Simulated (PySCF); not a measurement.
# C5H16BN: NMR shifts and electronic excitations in gas and solvents

Aim: compute the NMR shifts and electronic excitations of C5H16BN (`CCC(C)(C)[BH2-][NH3+]`), and see what a dielectric continuum does where one was used.

Programs: PySCF 2.14.0, with density-fitted response routines of our own. Each step states its level of theory. These are calculated values for one molecule, in the gas phase or a continuum, unless marked as measured. Atoms count from 0, in the outputs and in this text.

## 1. The molecule as given

23 atoms, charge 0, multiplicity 1; geometry from: GFN2-xTB.

Bonds of the start (Å): C0–C1 1.53, C1–C2 1.54, C2–C3 1.54, C2–C4 1.53, C2–B5 1.65, B5–N6 1.65, C0–H7 1.09, C0–H8 1.09, C0–H9 1.09, C1–H10 1.10, C1–H11 1.10, C3–H12 1.09, C3–H13 1.09, C3–H14 1.09, C4–H15 1.09, C4–H16 1.09, C4–H17 1.09, B5–H18 1.19, B5–H19 1.19, N6–H20 1.01, N6–H21 1.01, N6–H22 1.01.

## 2. Optimising the geometry at PBE0-D3(BJ)/def2-SVP

What the job is given:

```
{"job": {"xc": "PBE0", "basis": "def2-SVP", "d3": "d3bj", "grid": 1, "kind": "geom"}, "charge": 0, "multiplicity": 1}
C      1.472559     1.539808     0.665988
C      1.024549     0.629506    -0.472802
C      0.103319    -0.541298    -0.067634
C     -0.203332    -1.315545    -1.360909
C      0.880830    -1.491766     0.849996
B     -1.285477    -0.090507     0.691568
N     -2.000386     1.040845    -0.266524
H      2.106169     0.997492     1.361282
H      0.622256     1.926742     1.220698
H      2.044438     2.380650     0.273736
H      0.525226     1.239812    -1.235559
H      1.921102     0.219384    -0.951012
H     -0.675982    -0.680877    -2.113169
H     -0.868494    -2.150098    -1.153963
H      0.711509    -1.713005    -1.802605
H      0.290374    -2.384944     1.038577
H      1.828658    -1.792793     0.401140
H      1.081426    -1.022523     1.808600
H     -1.115891     0.441661     1.742701
H     -2.068003    -0.986452     0.761589
H     -2.896147     1.306325     0.124623
H     -2.121328     0.632139    -1.186555
H     -1.382126     1.842429    -0.319686
```

Log:

```text
step   0  E = -279.24669125  max force = 0.018304
step   1  E = -279.25075940  max force = 0.002734
step   2  E = -279.25082059  max force = 0.001067
step   3  E = -279.25083221  max force = 0.000444
optimisation converged
```

Run time: 79 s. Hardware: 1 thread, shared host.

Step by step:

| step | energy from step 0 (eV) | largest force component (eV/Å) |
| --- | --- | --- |
| 0 | 0.0000 | 0.9412 |
| 1 | -0.1107 | 0.1406 |
| 2 | -0.1124 | 0.0549 |
| 3 | -0.1127 | 0.0228 |

Close pairs (by a distance rule), those that changed most:

| bond | before (Å) | after (Å) | change (Å) |
| --- | --- | --- | --- |
| B5–H19 | 1.192 | 1.229 | +0.037 |
| B5–H18 | 1.190 | 1.228 | +0.037 |
| C2–B5 | 1.646 | 1.630 | -0.016 |
| C3–H12 | 1.092 | 1.107 | +0.015 |
| C4–H16 | 1.091 | 1.106 | +0.015 |
| C4–H17 | 1.086 | 1.101 | +0.015 |
| C0–H8 | 1.086 | 1.101 | +0.014 |
| C0–H7 | 1.086 | 1.100 | +0.014 |

The end geometry stands in the next job.

| at the end point | value |
| --- | --- |
| point group (found at 0.08 Å tolerance) | C1 |
| rotational constants (GHz, main isotopes) | 2.504, 2.179, 1.640 |
| dipole moment (D) | 5.02 |

## 3. NMR shieldings: PBE0/pcSseg-1 in chloroform

What the job is given:

```
{"job": {"kind": "nmr", "xc": "PBE0", "basis": "pcSseg-1", "solvent": "chloroform", "pop": true}, "charge": 0, "multiplicity": 1}
C      1.574402     1.626112     0.623418
C      1.135043     0.728318    -0.524776
C      0.218904    -0.460125    -0.166561
C     -0.077345    -1.217132    -1.465743
C      0.943400    -1.412275     0.786873
B     -1.169949    -0.011412     0.559382
N     -1.916032     1.092011    -0.387938
H      2.180149     1.072773     1.356501
H      0.716032     2.040379     1.174506
H      2.186931     2.466249     0.260364
H      0.638894     1.350776    -1.298040
H      2.036108     0.339515    -1.037543
H     -0.583156    -0.582474    -2.218845
H     -0.725849    -2.087747    -1.281422
H      0.846780    -1.580428    -1.951087
H      0.325630    -2.301362     0.990077
H      1.904252    -1.761682     0.365534
H      1.151625    -0.939137     1.758477
H     -1.023702     0.558032     1.637016
H     -1.972433    -0.938114     0.646481
H     -2.818128     1.355584     0.006481
H     -2.075560     0.719761    -1.325768
H     -1.351136     1.937382    -0.483979
```

Level: GIAO PBE0/pcSseg-1 NMR shielding, non-relativistic, IEF-PCM chloroform.

Log:

```text
coarse grid: 17504 points
cycle   1  E = -279.2787031419  dE =  3.460e-01  |g| = 5.393e-01  |ddm| = 3.852e+00
cycle   2  E = -279.2554736238  dE =  2.323e-02  |g| = 6.312e-01  |ddm| = 1.365e+00
cycle   3  E = -279.3672033810  dE = -1.117e-01  |g| = 6.096e-02  |ddm| = 7.767e-01
cycle   4  E = -279.3679611139  dE = -7.577e-04  |g| = 2.621e-02  |ddm| = 7.632e-02
cycle   5  E = -279.3681236588  dE = -1.625e-04  |g| = 3.932e-03  |ddm| = 2.329e-02
cycle   6  E = -279.3681270789  dE = -3.420e-06  |g| = 1.304e-03  |ddm| = 4.434e-03
final grid: 164192 points
cycle   7  E = -279.4075739998  dE = -9.857e-05  |g| = 1.111e-02  |ddm| = 5.858e-02
cycle   8  E = -279.4075605897  dE =  1.341e-05  |g| = 1.341e-02  |ddm| = 2.308e-02
cycle   9  E = -279.4076054417  dE = -4.485e-05  |g| = 7.486e-04  |ddm| = 1.224e-02
cycle  10  E = -279.4076055486  dE = -1.070e-07  |g| = 3.301e-04  |ddm| = 1.036e-03
cycle  11  E = -279.4076055736  dE = -2.500e-08  |g| = 4.800e-05  |ddm| = 2.780e-04
cycle  12  E = -279.4076055742  dE = -5.260e-10  |g| = 1.415e-05  |ddm| = 6.892e-05
converged SCF energy = -279.4076055742

GIAO shielding tensors (ppm)
atom      isotropic    diamagn.    paramagn.     s11        s22        s33       span
  0 C      173.137     246.742     -73.605    164.305    170.111    184.997     20.692
  1 C      148.676     248.240     -99.564    132.790    141.055    172.184     39.394
  2 C      163.297     243.937     -80.640    151.731    163.010    175.152     23.421
  3 C      152.192     248.775     -96.583    127.798    141.920    186.859     59.061
  4 C      157.604     247.626     -90.022    135.670    150.857    186.285     50.614
  5 B      118.159     189.527     -71.369    104.767    117.558    132.151     27.384
  6 N      229.293     316.867     -87.574    218.489    232.669    236.721     18.232
  7 H       30.293      30.406      -0.113     25.178     29.586     36.115     10.937
  8 H       30.200      31.008      -0.808     24.913     30.246     35.442     10.529
  9 H       30.465      28.473       1.992     25.717     27.379     38.297     12.580
 10 H       30.350      34.053      -3.704     26.894     29.709     34.445      7.551
 11 H       30.470      32.812      -2.342     25.731     30.419     35.259      9.528
 12 H       30.454      32.559      -2.105     26.215     29.189     35.959      9.743
 13 H       30.426      31.591      -1.165     26.581     27.407     37.290     10.709
 14 H       30.653      31.598      -0.945     27.155     28.207     36.596      9.441
 15 H       30.546      31.322      -0.776     26.536     28.266     36.837     10.302
 16 H       30.975      31.475      -0.500     27.570     27.747     37.608     10.038
 17 H       30.116      31.875      -1.759     25.791     28.674     35.884     10.093
 18 H       29.395      32.818      -3.423     27.130     29.525     31.529      4.399
 19 H       29.882      32.796      -2.914     26.327     30.683     32.638      6.311
 20 H       28.371      27.305       1.066     21.495     23.524     40.092     18.597
 21 H       28.404      30.680      -2.276     21.086     26.921     37.205     16.119
 22 H       28.523      31.172      -2.649     21.201     27.337     37.031     15.829
```

Run time: 51 s. Hardware: 1 thread, shared host.

The references, computed at this level on geometries of the same kind, shield at (ppm): ¹H TMS 31.25, ¹³C TMS 185.2, ¹⁵N NH3 267.8, ¹¹B BF3·OEt2 101.2. Their shielding less the atom's gives the shift. The references are single molecules in the same continuum, so shifts against H2O, NH3, PH3, H3PO4 or CFCl3 are not on the usual liquid scales and can be off by tens of ppm. Atoms listed in one row are averaged.

| atoms | environment | σ (ppm) | δ (ppm) |
| --- | --- | --- | --- |
| C1 | sp3 CH2 | 148.7 | 36.5 |
| C3, C4 | methyl carbon | 154.9 | 30.3 |
| C2 | fully substituted sp3 carbon bonded to B | 163.3 | 21.9 |
| C0 | methyl carbon | 173.1 | 12.0 |
| H20, H21, H22 | hydrogen on a donor nitrogen of a Lewis adduct | 28.43 | 2.81 |
| H18, H19 | hydrogen on a boron bonded to C, N | 29.64 | 1.61 |
| H7, H8, H9 | hydrogen on a methyl carbon | 30.32 | 0.93 |
| H10, H11 | hydrogen on an sp3 CH2 | 30.41 | 0.84 |
| H12, H13, H14, H15, H16, H17 | hydrogen on a methyl carbon | 30.53 | 0.72 |
| B5 | boron bonded to C, N, 2 H | 118.2 | -17.0 |
| N6 | donor nitrogen of a Lewis adduct | 229.3 | 38.5 |

Charges from the same density, by scheme (e):

| atoms | Mulliken | IAO | Hirshfeld | ESP fit |
| --- | --- | --- | --- | --- |
| C0 | -0.27 | -0.41 | -0.12 | -0.44 |
| C1 | -0.21 | -0.24 | -0.07 | 0.25 |
| C2 | -0.62 | -0.07 | -0.05 | 0.48 |
| C3, C4 | -0.19 | -0.40 | -0.12 | -0.57 |
| B5 | 0.11 | -0.21 | -0.04 | 0.19 |
| N6 | -0.34 | -0.41 | -0.07 | -0.59 |

Mayer bond orders: C0–C1 1.06, C1–C2 0.99, C2–C3 1.03, C2–C4 1.03, C2–B5 0.87, B5–N6 0.63.

## 4. Ultraviolet spectrum: CAM-B3LYP/def2-SVPD

Same as in step 3 but for these lines:

```diff
@@ -1,2 +1,2 @@
-{"job": {"kind": "nmr", "xc": "PBE0", "basis": "pcSseg-1", "solvent": "chloroform", "pop": true}, "charge": 0, "multiplicity": 1}
+{"job": {"kind": "uv", "xc": "CAM-B3LYP", "basis": "def2-SVPD", "dynamic": true, "nstates": 6, "ntriplets": 0}, "charge": 0, "multiplicity": 1}
 C      1.574402     1.626112     0.623418
```

Level: TDDFT CAM-B3LYP/def2-SVPD, vertical, gas phase, core orbitals frozen in the response.

Log:

```text
coarse grid: 17504 points
cycle   1  E = -279.3046593892  dE =  5.292e-01  |g| = 4.531e-01  |ddm| = 1.392e+01
cycle   2  E = -279.3298136674  dE = -2.515e-02  |g| = 3.875e-01  |ddm| = 2.815e+00
cycle   3  E = -279.3710979406  dE = -4.128e-02  |g| = 5.432e-02  |ddm| = 1.376e+00
cycle   4  E = -279.3717811784  dE = -6.832e-04  |g| = 2.180e-02  |ddm| = 2.535e-01
cycle   5  E = -279.3719000678  dE = -1.189e-04  |g| = 3.743e-03  |ddm| = 8.381e-02
cycle   6  E = -279.3719035062  dE = -3.438e-06  |g| = 9.529e-04  |ddm| = 1.494e-02
final grid: 164192 points
cycle   7  E = -279.4253626099  dE = -7.085e-05  |g| = 5.049e-03  |ddm| = 4.596e-01
cycle   8  E = -279.4253636911  dE = -1.081e-06  |g| = 4.758e-03  |ddm| = 6.807e-02
cycle   9  E = -279.4253690840  dE = -5.393e-06  |g| = 3.253e-04  |ddm| = 1.147e-02
cycle  10  E = -279.4253691049  dE = -2.091e-08  |g| = 2.041e-04  |ddm| = 3.276e-03
cycle  11  E = -279.4253691151  dE = -1.017e-08  |g| = 2.529e-05  |ddm| = 8.707e-04
cycle  12  E = -279.4253691152  dE = -1.844e-10  |g| = 4.837e-06  |ddm| = 1.548e-04
converged SCF energy = -279.4253691152

Static polarisability (au): isotropic 90.018, principal 86.222 91.026 92.806

Singlet excitations
state   eV       nm        f      main configurations
  1   6.1310    202.2   0.00643   H->L 0.97
  2   6.5113    190.4   0.00978   H-1->L 0.95
  3   7.5043    165.2   0.01495   H->L+1 0.49, H->L+2 0.40
  4   7.5641    163.9   0.00344   H->L+2 0.45, H->L+1 0.41
  5   7.6661    161.7   0.00918   H-2->L 0.81
  6   7.7337    160.3   0.05765   H->L+3 0.87
```

It took 1.7 min on 1 thread, shared host.

The orbitals next to the gap, with their largest atomic shares:

| orbital | eV | atoms |
| --- | --- | --- |
| HOMO−3 | -10.00 | C3 19 %, C2 17 %, C4 13 % |
| HOMO−2 | -9.78 | C2 22 %, C4 19 %, C1 17 % |
| HOMO−1 | -8.95 | B5 33 %, H19 20 %, H18 18 % |
| HOMO | -8.37 | C2 30 %, B5 25 %, C1 7 % |
| LUMO | 0.41 | B5 21 %, H20 16 %, H22 14 % |
| LUMO+1 | 1.73 | H20 14 %, C0 10 %, C1 10 % |
| LUMO+2 | 1.81 | C3 12 %, H21 12 %, H12 12 % |

With each of the 6 states as a Gaussian band of 0.4 eV half-width at 1/e, the curve within the window shown has maxima at 194 nm (ε 530), 161 nm (ε 3,300) L/(mol cm). Beyond the last state computed it falls off for lack of states. The curve at chosen wavelengths:

nm, ε (L/mol/cm) and a bar:
```
      154       1630 ###############
      157       2643 ########################
      160       3249 ##############################
      162       3250 ##############################
      165       2709 #########################
      168       1862 #################
      171       1088 ##########
      173        715 ######
      176        385 ###
      179        274 ##
      182        295 ##
      184        346 ###
      187        434 ####
      190        502 ####
      193        532 #####
      195        529 #####
      198        497 ####
      201        441 ####
      204        370 ###
      206        319 ###
      209        244 ##
      212        176 #
      215        120 #
      217         90 #
      220         56 
      223         33
```

Further results of this job:

| property | computed |
| --- | --- |
| dipole moment (D) | 4.82 |
| polarisability (Å³) | 13.34 |
| HOMO–LUMO gap (eV) | 8.78 |
| −ε(HOMO) (eV) | 8.37 |
| C6 with itself (au) | 3488 |

## 5. Ultraviolet spectrum: CAM-B3LYP/def2-SVPD in chloroform

Same as in step 4 but for these lines:

```diff
@@ -1,2 +1,2 @@
-{"job": {"kind": "uv", "xc": "CAM-B3LYP", "basis": "def2-SVPD", "dynamic": true, "nstates": 6, "ntriplets": 0}, "charge": 0, "multiplicity": 1}
+{"job": {"kind": "uv", "xc": "CAM-B3LYP", "basis": "def2-SVPD", "solvent": "chloroform", "nstates": 6, "ntriplets": 0}, "charge": 0, "multiplicity": 1}
 C      1.574402     1.626112     0.623418
```

Level: TDDFT CAM-B3LYP/def2-SVPD, vertical, IEF-PCM chloroform (non-equilibrium linear response), core orbitals frozen in the response.

Log:

```text
coarse grid: 17504 points
cycle   1  E = -279.3258680020  dE =  5.086e-01  |g| = 4.272e-01  |ddm| = 1.394e+01
cycle   2  E = -279.3487454746  dE = -2.288e-02  |g| = 3.582e-01  |ddm| = 2.566e+00
cycle   3  E = -279.3840357983  dE = -3.529e-02  |g| = 4.761e-02  |ddm| = 1.265e+00
cycle   4  E = -279.3845550531  dE = -5.193e-04  |g| = 2.051e-02  |ddm| = 2.324e-01
cycle   5  E = -279.3846609420  dE = -1.059e-04  |g| = 2.883e-03  |ddm| = 7.805e-02
cycle   6  E = -279.3846629791  dE = -2.037e-06  |g| = 8.862e-04  |ddm| = 1.261e-02
final grid: 164192 points
cycle   7  E = -279.4380410764  dE = -7.066e-05  |g| = 5.037e-03  |ddm| = 4.537e-01
cycle   8  E = -279.4380422944  dE = -1.218e-06  |g| = 4.708e-03  |ddm| = 6.522e-02
cycle   9  E = -279.4380475563  dE = -5.262e-06  |g| = 3.045e-04  |ddm| = 1.094e-02
cycle  10  E = -279.4380475751  dE = -1.882e-08  |g| = 1.975e-04  |ddm| = 3.240e-03
cycle  11  E = -279.4380475846  dE = -9.501e-09  |g| = 2.131e-05  |ddm| = 8.022e-04
cycle  12  E = -279.4380475847  dE = -1.478e-10  |g| = 5.211e-06  |ddm| = 1.321e-04
converged SCF energy = -279.4380475847

Static polarisability (au): isotropic 112.441, principal 109.887 112.506 114.931

Singlet excitations
state   eV       nm        f      main configurations
  1   6.7134    184.7   0.02655   H->L 0.96
  2   7.1474    173.5   0.04072   H-1->L 0.92
  3   7.6391    162.3   0.06177   H->L+1 0.74, H->L+3 0.19
  4   7.7936    159.1   0.01713   H->L+2 0.92
  5   7.8640    157.7   0.00335   H->L+3 0.74, H->L+1 0.17
  6   8.1380    152.4   0.02395   H-2->L 0.51, H-1->L+2 0.29
```

Wall time 93 s (1 thread, shared host).

In short: HOMO -8.37 eV, LUMO 1.00 eV; lowest singlet 6.71 eV.

## 6. Side by side: electronic excitations

Excitations and ground-state properties, with basis size and wall time:

| run | lowest singlet (eV) | brightest (eV) | f | gap (eV) | α (Å³) | μ (D) | functions | time |
| --- | --- | --- | --- | --- | --- | --- | --- | --- |
| CAM-B3LYP/def2-SVPD | 6.13 | 7.73 | 0.058 | 8.78 | 13.34 | 4.82 | 268 | 1.7 min |
| CAM-B3LYP/def2-SVPD in chloroform | 6.71 | 7.64 | 0.062 | 9.37 | 16.66 | 5.99 | 268 | 93 s |

## 7. Summary of results

```
                                                                           quantity                             value
                                                                        point group                                C1
                                               rotational constants (main isotopes)              2.50, 2.18, 1.64 GHz
¹³C shifts against TMS (PBE0/pcSseg-1, chloroform, means over atoms taken as alike)        36.5, 30.3, 21.9, 12.0 ppm
 ¹H shifts against TMS (PBE0/pcSseg-1, chloroform, means over atoms taken as alike)  2.81, 1.61, 0.93, 0.84, 0.72 ppm
                            ¹¹B shifts against BF3·OEt2 (PBE0/pcSseg-1, chloroform)                         -17.0 ppm
                                 ¹⁵N shifts against NH3 (PBE0/pcSseg-1, chloroform)                          38.5 ppm
                                               lowest singlet (CAM-B3LYP/def2-SVPD)       6.13 eV (202 nm), f = 0.006
                                           brightest single state of those computed       state 6, 7.73 eV, f = 0.058
                                                        range of the lowest singlet                   6.13 to 6.71 eV
```

What this shows: Over 3 steps the energy fell by 0.113 eV; of the close pairs, B5–H19 changed most, 1.192 to 1.229 Å. At PBE0/pcSseg-1: The widest tensor belongs to C3, C4: span 55 ppm, with a paramagnetic part of -93 ppm. The first singlet state (HOMO→LUMO 0.97) lies at 6.13 eV and is weak; of the 6 states computed, the strongest absorption comes from state 6 at 7.73 eV (the last computed, so partners may be missing). The lowest singlet runs from 6.13 eV (CAM-B3LYP/def2-SVPD) to 6.71 eV (CAM-B3LYP/def2-SVPD in chloroform), while the orbital gap spans 8.78 to 9.37 eV. The lowest state need not be the same one in every run.
